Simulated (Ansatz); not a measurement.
Crystal: RuSe.

```xyz
2
Lattice="3.1877 0.0000 0.0000 0.0000 3.1877 0.0000 0.0000 0.0000 3.1877" Properties=species:S:1:pos:R:3 pbc="T T T"
Ru    0.0000    0.0000    0.0000
Se    1.5938    1.5938    1.5938
```

The cell comes from a database or a generator and needn't be the stable form of this composition.

Below is the output of Ansatz 0.2.0 for this cell. Logs are shortened: lines on timing, memory, paths and dates and some standing lists are left out, and cuts for length are marked.

```text
Warning: RAYON_NUM_THREADS=2 ignored (pool sized by the plan → 2); use --threads N
Engine: ansatz 0.2.0, aarch64-unknown-linux-gnu
Pseudopotentials: kind: paw
Pseudopotential: Ru, paw, valence charge 16, recommended cutoff 420 eV (normal), Ru.paw.azcp
Pseudopotential: Se, paw, valence charge 16, recommended cutoff 420 eV (normal), Se.paw.azcp
Functional definition: BLYP
  parameter beta = 0.0042
  parameter a = 0.04918
  parameter b = 0.132
  parameter c = 0.2533
  parameter d = 0.349
  exchange = b88_x(beta = beta)
  correlation = lyp_c(a = a, b = b, c = c, d = d)
Crystal: 2 atoms, lattice volume = 32.391 Å³
Basis set: ecut = 420 eV, 619 PW (Γ), exchange–correlation on 48×48×48 points (8 copies of the dense FFT grid, shifted against one another)
Bands: 20, of which v1, the nominal top of the filled ones, is band 16 counted from 1 (15 counted from 0)
Symmetry: 48 space group operations
Space group: Pm-3m (ITA 221), of the structure as read, at distance tolerance 3.2e-5 Å
k-points: 35 of 512
Non-local potential: Ru, projectors of the file, l = 0: 3, l = 1: 2, l = 2: 2, l = 3: 1
Non-local potential: Se, projectors of the file, l = 0: 2, l = 1: 2, l = 2: 3, l = 3: 1
PAW form: soft (Blöchl's): semilocal exchange-correlation on the pseudo side does not see the compensation charge
PAW frozen core: Ru, regenerated for the run's functional, and the local potential with it (the file was generated under x = pbe(κ = 0.804, μ = 0.2195149727645171), c = pbe(β = 0.06672455060314922))
PAW frozen core: Se, regenerated for the run's functional, and the local potential with it (the file was generated under x = pbe(κ = 0.804, μ = 0.2195149727645171), c = pbe(β = 0.06672455060314922))
PAW one-centre angular grid: Ru, 590 points (default); XC on 64 Gauss nodes
PAW one-centre angular grid: Se, 590 points (default); XC on 64 Gauss nodes
Initial density: superposition of atomic densities (neutral atoms: chi_scale 0, normalization atom), corrected by the library's trained network
Initial wavefunctions: pseudopotential atomic-orbital guess
Functional: x = b88, c = lyp
SCF iter   1: F=—  HF=-11371.704775 eV  |F-HF|=—  |Δ(HF+E_count)|=         —  Δρ=1.13e-2  dr2=3.97e-2  ethr=1.77e-3  ⟨swp⟩=5.6  Hψ=3081  notcnv=0
preconditioner: auto → none  [metal: Δε(μ)=0.017 eV  Ē_g=8.547 eV  σ=0.050 eV  W_gap=0.09  n_scr=6 (ndim 8)  ℏωp=24.4 eV  f_vac=0.000  D(μ)=2.25/eV (n_scr^D=26)  sad-step TF]
SCF iter   2: F=—  HF=-11371.697740 eV  |F-HF|=—  |Δ(HF+E_count)|=   7.03e-3  Δρ=7.09e-3  dr2=1.85e-2  ethr=1.24e-4  ⟨swp⟩=1.9  Hψ=1046  notcnv=0  defer=1
[... 64 lines left out ...]
Harris-Foulkes:  -11371.696347 eV  (|F-HF|=0.00e0)
Internal energy: -11371.676625 eV  (E = F + TS)
E sigma→0 (E₀):  -11371.686486 eV
Entropy (-TS):   -0.019722 eV (-9.861 meV/atom)
Fermi energy:    17.648741 eV
--- Per-component energies (eV) ---
  E_band       = -390.586431
  E_kinetic    = 634.276339
  E_local      = -3312.300787  (includes V_loc(G=0)·N_el)
  E_nonlocal   = -249.592602
  E_hartree    = 1436.235101
  E_xc         = -289.171467
  E_vxc        = -329.296680  (∫ρ·V_xc dr)
  E_paw        = -5404.963705  (= ΣΔE_a)
  E_vpaw       = -6.142014  (= ΣTr[D̂ρ^β])
  E_aug_tail   = -0.000867  (compensation charges beyond the density's cutoff)
  E_ewald      = -4186.509067
  E_core_change = 0.350430  (= ΣΔE_core)
  E_smearing   = -0.019722  (= −TS)
  E_closure    = 0.000000  (closes the sum)
  Σ components = -11371.696347   (vs F -11371.696347, Δ=0.00e0)
--- Forces (eV/Å), atoms counted from 1 ---
  atom   1  Ru    -0.00000000     0.00000000     0.00000000
  atom   2  Se    -0.00000000     0.00000000     0.00000000
  max |Σ_I F_I| component: 6.57e-31 eV/Å
--- Stress (GPa, compression-positive) ---
       -0.001445       0.000000       0.000000
        0.000000      -0.001445       0.000000
        0.000000       0.000000      -0.001445
  P = ⅓ Tr σ = -0.0014 GPa (-0.014 kbar)
--- Band table (eV; the first three rows and the last of 35) ---
  k-point 0: bands = ["-54.8503", "-31.3157", "-31.3157", "-31.3102", "-31.3102", "-31.3102", "-24.8288", "-24.8288", "-24.8288", "1.7677", "14.2488", "14.2488", "16.0710", "16.0710", "16.0710", "16.8665", "16.8665", "16.8665", "20.0685", "26.6264"]
  k-point 1: bands = ["-54.8494", "-31.3156", "-31.3148", "-31.3105", "-31.3105", "-31.3102", "-24.8429", "-24.8274", "-24.8274", "1.9297", "13.5939", "14.3224", "15.4377", "15.4377", "15.8591", "16.8904", "17.6460", "17.6460", "21.0175", "26.2438"]
  k-point 2: bands = ["-54.8474", "-31.3156", "-31.3129", "-31.3112", "-31.3112", "-31.3102", "-24.8768", "-24.8241", "-24.8241", "2.3680", "11.8815", "14.5099", "14.7250", "14.7250", "16.4113", "16.9491", "18.7859", "18.7859", "22.2648", "25.3933"]
  k-point 34: bands = ["-54.8332", "-31.3138", "-31.3138", "-31.3138", "-31.3070", "-31.3070", "-24.8999", "-24.8999", "-24.8999", "5.1155", "10.9913", "10.9913", "10.9913", "17.9254", "17.9254", "20.1948", "20.1948", "20.1948", "20.6128", "20.6128"]
--- Relaxed structure (4 steps of the walk, 4 accepted, 1 SCFs on fresh bases) ---
  F+E_penalty+E_count = -11371.69634660 eV   max|allowed force component| = 1.315e-31 eV/Å   (the final SCF, on the basis selected at the relaxed cell)
  cell:  # Å, volume = 32.9040 Å³
    - [3.2044215565560803, 4.473774766649516e-34, -2.5478448222622805e-34]
    - [4.473774766649516e-34, 3.204421556556081, -6.419766481290786e-35]
    - [1.3040150665121908e-34, -6.419766481290786e-35, 3.204421556556081]
  atoms:
    - { symbol: Ru, position: [-2.517403601485268e-36, 7.394873079355e-36, 7.552210804448614e-36] }
    - { symbol: Se, position: [0.5, 0.5, 0.5] }
```

**Question.** Write the input and the command behind it.

**Answer.** Relaxation of cell and atoms with BLYP, no spin polarisation. The files as run (others can give the same):

input.yaml
```yaml
crystal:
  lattice:
    - [3.18769231, 0.0, 0.0]
    - [0.0, 3.18769231, 0.0]
    - [0.0, 0.0, 3.18769231]
  atoms:
    - { symbol: Ru, position: [0.0, 0.0, 0.0] }
    - { symbol: Se, position: [0.5, 0.5, 0.5] }
hamiltonian:
  xc: blyp
  pseudopotentials: { kind: paw }
kpoints:
  mp_grid: { grid: [8, 8, 8] }
scf:
  occupations: { method: fermi_dirac, width: 0.05 }
output:
  forces: true
  stress: true
  eigenvalues: true
relax:
  f_tol: 0.01
  max_steps: 40
  cell: { stress_tol: 0.05 }
```

Potentials or basis: Ansatz PAW.
Run with:
```sh
$ ansatz run input.yaml --threads 2 --pin off --max-ram 5632MiB --backend cpu --events-out ev --progress --plain --runs-dir out
```

Caveat: the plane-wave basis is chosen anew once the cell has moved, so the energies of steps on either side of that aren't comparable; the PAW data sets come from PBE, with cores solved anew for the run's functional, which leaves a small shift of forces and pressure.
